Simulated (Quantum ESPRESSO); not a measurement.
The system is NaTaO2.

```
Na Ta O
1.0
     1.55718    0.89904    5.65317
    -1.55718    0.89904    5.65317
     0.00000   -1.79808    5.65317
Na Ta O
1 1 2
Direct
  0.50000 0.50000 0.50000
  0.00000 0.00000 0.00000
  0.26670 0.26670 0.26670
  0.73330 0.73330 0.73330
```

The cell comes from a database or a generator and needn't be the stable form of this composition.

Base run:

```yaml
Program: Quantum ESPRESSO 7.5
Functional: PBEsol
Potentials_or_basis: PseudoDojo 0.5 SR PBE standard
Cutoff: 1197 eV
Density_cutoff: 4789 eV
k_mesh: 7 × 7 × 7
Occupations: gaussian, width 0.05 eV
Spin: collinear spin, ferromagnetic start
Starting_moments: "[0.0, 2.0, 0.0, 0.0] μB"
Hubbard_terms: Ta d U = 7 eV
```

Its results: band gap on the k mesh none (metal or under the smearing width); pressure 12.3 GPa; net moment 2.00 μB per cell; site moments Na +0.01; Ta +0.85; O +0.02 μB; largest force 1.659 eV/Å.

**Question.** The run is repeated on the same cell with these changes: functional from PBEsol to PBE. What comes out?

**Answer.** Band gap on the k mesh none (metal or under the smearing width); pressure 17.6 GPa; net moment 2.00 μB per cell; site moments Na +0.01; Ta +0.86; O +0.02 μB; largest force 1.949 eV/Å.

PBE binds less tightly than PBEsol, so the same cell stands under more pressure.

Caveats: the potentials were made for another functional, which shifts forces and pressure (some runs); forces of over 1 eV/Å show positions far from the minimum, so gaps and moduli don't describe the material at rest (some runs).

Not every run made on this cell is shown here.
